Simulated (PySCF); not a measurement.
**[PbH3]+: other spin states, a change of charge and excitations**

How does [PbH3]+ respond at fixed geometry? The runs cover other spin states, a change of charge and excitations. The structure is generated, not taken from experiment.

Computed with PySCF 2.14.0. Level: PBE0, Pb def2-SVP with ECP60, H def2-SVP; scalar-relativistic core potentials, no spin–orbit coupling.

1 further run of the same task is left out (for a known fault of the program).

**1. Where the work starts**

4 atoms, charge 1, spin multiplicity 1.

Bond lengths: Pb1–H2 1.741 Å, Pb1–H3 1.741 Å, Pb1–H4 1.741 Å. Angles: H2–Pb1–H3 120.0°, H2–Pb1–H4 120.0°, H3–Pb1–H4 120.0°.

Coordinates:

```xyz
4
charge 1, multiplicity 1
Pb    0.0000    0.0000    0.0000
H     1.7409    0.0000    0.0000
H    -0.8704    1.5077    0.0000
H    -0.8705   -1.5077    0.0000
```

Formal oxidation states: Pb +4. An earlier session relaxed this geometry at PBE0, Pb def2-SVP with ECP60, H def2-SVP (singlet, point group D3h).

Its energy there is -194.297848 Eh.

**2. Multiplicity 3 at the relaxed geometry**

run.py (the lines that set the calculation) reads:

```python
mol = gto.M(atom='''
Pb     0.00000     0.00000     0.00000
H      1.74093    -0.00001     0.00000
H     -0.87045     1.50770     0.00000
H     -0.87048    -1.50769     0.00000''',
    basis={'Pb': 'def2-SVP', 'H': 'def2-SVP'},
    ecp={'Pb': 'def2-SVP'},
    charge=1, spin=2)
mf = dft.UKS(mol, xc='PBE0')
mf.grids.atom_grid = (50, 194)
mf = mf.density_fit()  # fitting sets: Pb def2-universal-JKFIT, H def2-universal-JKFIT
mf.conv_tol = 1e-08; mf.max_cycle = 55
mf.kernel(dm0)  # dm0: free metal ions and neutral atoms
```

The run is started by

```
> OMP_NUM_THREADS=2 python run.py
```

Standard output:

```text
init E= -193.963611197471
cycle= 1 E= -194.068222228724  delta_E= -0.105  |g|= 0.241  |ddm|=  1.8
cycle= 2 E= -194.106068915935  delta_E= -0.0378  |g|= 0.185  |ddm|= 0.809
cycle= 3 E= -194.12690809244  delta_E= -0.0208  |g|= 0.0199  |ddm|= 0.304
cycle= 4 E= -194.127547469106  delta_E= -0.000639  |g|= 0.0075  |ddm|= 0.0554
cycle= 5 E= -194.127650082724  delta_E= -0.000103  |g|= 0.00485  |ddm|= 0.028
cycle= 6 E= -194.127673273203  delta_E= -2.32e-05  |g|= 0.00042  |ddm|= 0.00879
cycle= 7 E= -194.127673675623  delta_E= -4.02e-07  |g|= 0.000152  |ddm|= 0.00153
cycle= 8 E= -194.127673701016  delta_E= -2.54e-08  |g|= 0.000121  |ddm|= 0.000495
cycle= 9 E= -194.12767372144  delta_E= -2.04e-08  |g|= 1.91e-05  |ddm|= 0.000268
cycle= 10 E= -194.127673722384  delta_E= -9.45e-10  |g|= 4.03e-06  |ddm|= 7.83e-05
Extra cycle  E= -194.127673722432  delta_E= -4.74e-11  |g|= 2.19e-06  |ddm|= 1.39e-05
converged SCF energy = -194.127673722432  <S^2> = 2.004495  2S+1 = 3.0029952
```

It took 1.4 s on 2 threads of Intel Xeon 6975P-C (Granite Rapids), shared host.

Result: E = -194.127674 Eh (+4.631 eV from the relaxed state), HOMO -11.20 eV, LUMO -13.79 eV (over both spins), ⟨S²⟩ = 2.004, Mulliken charge on Pb1 +0.38 e. An empty level of one spin lies below a filled level of the other.

**3. One electron removed, multiplicity 2**

Edit run.py (the lines that set the calculation) of step 2 so:

```diff
@@ -7,3 +7,3 @@
     ecp={'Pb': 'def2-SVP'},
-    charge=1, spin=2)
+    charge=2, spin=1)
 mf = dft.UKS(mol, xc='PBE0')
@@ -12,2 +12,2 @@
 mf.conv_tol = 1e-08; mf.max_cycle = 55
-mf.kernel(dm0)  # dm0: free metal ions and neutral atoms
+mf.kernel(dm0)  # dm0: the density of the relaxed state
```

The run is started by

```
> OMP_NUM_THREADS=2 python run.py
```

Standard output:

```text
init E= -194.309133741384
cycle= 1 E= -193.60482360587  delta_E= 0.704  |g|= 0.141  |ddm|= 0.568
  HOMO = -0.832681061266  LUMO = -0.803479705519  gap/eV = 0.79461
cycle= 2 E= -193.62429308889  delta_E= -0.0195  |g|= 0.0738  |ddm|= 0.45
  HOMO = -0.832170675377  LUMO = -0.765794011547  gap/eV = 1.80620
cycle= 3 E= -193.628780418593  delta_E= -0.00449  |g|= 0.0183  |ddm|= 0.152
  HOMO = -0.825887198541  LUMO = -0.756823998666  gap/eV = 1.87931
cycle= 4 E= -193.629141106094  delta_E= -0.000361  |g|= 0.00343  |ddm|= 0.0376
  HOMO = -0.826911978003  LUMO = -0.754830403545  gap/eV = 1.96144
cycle= 5 E= -193.629168625346  delta_E= -2.75e-05  |g|= 0.00127  |ddm|= 0.0132
  HOMO = -0.826764400574  LUMO = -0.754590773187  gap/eV = 1.96394
cycle= 6 E= -193.629170335734  delta_E= -1.71e-06  |g|= 0.000196  |ddm|= 0.00275
  HOMO = -0.826832601932  LUMO = -0.754567090703  gap/eV = 1.96644
cycle= 7 E= -193.629170412609  delta_E= -7.69e-08  |g|= 6.36e-05  |ddm|= 0.000713
  HOMO = -0.826826827656  LUMO = -0.754558638841  gap/eV = 1.96652
cycle= 8 E= -193.629170417413  delta_E= -4.8e-09  |g|= 3.21e-05  |ddm|= 0.000184
  HOMO = -0.826828085208  LUMO = -0.754559086186  gap/eV = 1.96654
Extra cycle  E= -193.629170417289  delta_E= 1.24e-10  |g|= 3.7e-05  |ddm|= 0.000129
converged SCF energy = -193.629170417289  <S^2> = 0.75725698  2S+1 = 2.0072439
```

Wall time 0.7 s (2 threads of Intel Xeon 6975P-C (Granite Rapids), shared host).

Read off: E = -193.629170 Eh (+18.196 eV from the relaxed state), HOMO -22.50 eV, LUMO -20.53 eV (over both spins), ⟨S²⟩ = 0.757, Mulliken charge on Pb1 +1.15 e. 

**4. One electron added, multiplicity 2**

Edit run.py (the lines that set the calculation) of step 3 so:

```diff
@@ -7,3 +7,3 @@
     ecp={'Pb': 'def2-SVP'},
-    charge=2, spin=1)
+    charge=0, spin=1)
 mf = dft.UKS(mol, xc='PBE0')
```

The run is started by

```
> OMP_NUM_THREADS=2 python run.py
```

Standard output:

```text
init E= -194.307400234892
  HOMO = -0.338030894423  LUMO = -0.331137997873  gap/eV = 0.18757
cycle= 1 E= -194.536470459288  delta_E= -0.229  |g|= 0.137  |ddm|= 0.809
  HOMO = -0.143874872035  LUMO = -0.0421476156851  gap/eV = 2.76814
cycle= 2 E= -194.547163841169  delta_E= -0.0107  |g|= 0.12  |ddm|= 0.58
  HOMO = -0.172139585889  LUMO = -0.0684934581746  gap/eV = 2.82035
cycle= 3 E= -194.555289054209  delta_E= -0.00813  |g|= 0.00651  |ddm|= 0.191
  HOMO = -0.178190964383  LUMO = -0.0732445270196  gap/eV = 2.85574
cycle= 4 E= -194.555328157593  delta_E= -3.91e-05  |g|= 0.0017  |ddm|= 0.013
  HOMO = -0.178344620136  LUMO = -0.0728760698545  gap/eV = 2.86995
cycle= 5 E= -194.555333964817  delta_E= -5.81e-06  |g|= 0.000467  |ddm|= 0.00537
  HOMO = -0.178337092219  LUMO = -0.0727363833643  gap/eV = 2.87354
cycle= 6 E= -194.555334567288  delta_E= -6.02e-07  |g|= 3.25e-05  |ddm|= 0.00227
  HOMO = -0.1783425266  LUMO = -0.0727418010053  gap/eV = 2.87354
cycle= 7 E= -194.555334569445  delta_E= -2.16e-09  |g|= 5.96e-06  |ddm|= 0.000136
  HOMO = -0.178343461552  LUMO = -0.0727425817974  gap/eV = 2.87355
Extra cycle  E= -194.555334569484  delta_E= -3.93e-11  |g|= 2.51e-06  |ddm|= 1.48e-05
converged SCF energy = -194.555334569484  <S^2> = 0.75386534  2S+1 = 2.0038616
```

It took 0.5 s on 2 threads of Intel Xeon 6975P-C (Granite Rapids), shared host.

It gives: E = -194.555335 Eh (-7.007 eV from the relaxed state), HOMO -4.85 eV, LUMO -1.98 eV (over both spins), ⟨S²⟩ = 0.754, Mulliken charge on Pb1 +0.01 e. 

**5. Singlet excitations, Tamm-Dancoff B3LYP**

Edit run.py (the lines that set the calculation) of step 4 so:

```diff
@@ -7,4 +7,4 @@
     ecp={'Pb': 'def2-SVP'},
-    charge=0, spin=1)
-mf = dft.UKS(mol, xc='PBE0')
+    charge=1, spin=0)
+mf = dft.RKS(mol, xc='B3LYP')
 mf.grids.atom_grid = (50, 194)
```

The run is started by

```
> OMP_NUM_THREADS=2 python run.py
```

Standard output:

```text
init E= -194.373086610079
  HOMO = -0.568904516197729  LUMO = -0.345428524418022  gap/eV = 6.08109
cycle= 1 E= -194.373399421706  delta_E= -0.000313  |g|= 0.00923  |ddm|= 0.0598
  HOMO = -0.570237963578495  LUMO = -0.348620013425426  gap/eV = 6.03053
cycle= 2 E= -194.373415191067  delta_E= -1.58e-05  |g|= 0.00753  |ddm|= 0.0331
  HOMO = -0.569785064154279  LUMO = -0.347549553158904  gap/eV = 6.04734
cycle= 3 E= -194.373430987001  delta_E= -1.58e-05  |g|= 0.000288  |ddm|= 0.0125
  HOMO = -0.569781261879122  LUMO = -0.347478735120134  gap/eV = 6.04916
cycle= 4 E= -194.373431021595  delta_E= -3.46e-08  |g|= 1.68e-05  |ddm|= 0.000559
  HOMO = -0.569774834205593  LUMO = -0.347478650815363  gap/eV = 6.04899
cycle= 5 E= -194.373431021776  delta_E= -1.8e-10  |g|= 1.85e-06  |ddm|= 5.11e-05
  HOMO = -0.569776056426129  LUMO = -0.347479377128519  gap/eV = 6.04900
Extra cycle  E= -194.373431021777  delta_E= -1.25e-12  |g|= 8.66e-07  |ddm|= 5.03e-06
converged SCF energy = -194.373431021777
```

It took 3 s on 2 threads of Intel Xeon 6975P-C (Granite Rapids), shared host.

Result: E = -194.373431 Eh, HOMO -15.50 eV, LUMO -9.46 eV, Mulliken charge on Pb1 +0.77 e. 

Singlet excitations:

```tsv
state	energy (eV)	oscillator strength
1	4.92	0.0000
2	4.92	0.0000
3	8.31	0.2302
4	8.31	0.2302
5	9.86	0.0000
6	10.57	0.0000
7	11.80	1.9876
8	11.80	1.9876
```

**6. The states side by side**

| state | energy from the relaxed state (eV) | ⟨S²⟩ | time |
| --- | --- | --- | --- |
| charge +1, singlet, vacuum (relaxed) | 0 | 0.00 |  |
| charge 0, doublet, vacuum | -7.01 | 0.75 | 0.5 s |
| charge +1, triplet, vacuum | 4.63 | 2.00 | 1.4 s |
| charge +2, doublet, vacuum | 18.20 | 0.76 | 0.7 s |

An electron taken off or put on is at rest in vacuum. 

In the excitation run (B3LYP), the lowest singlet lies at 4.92 eV (gaps between orbitals at other levels can't be set against it), and the brightest of the eight at 11.80 eV (f = 1.988); spin–orbit coupling would mix in triplets. Removing an electron vertically costs 18.20 eV (doublet), against −HOMO = 15.69 eV. Adding an electron vertically releases 7.01 eV (doublet). The triplet lies 4.63 eV above at this geometry. The bases are small and lack diffuse functions. Spin–orbit coupling is left out.
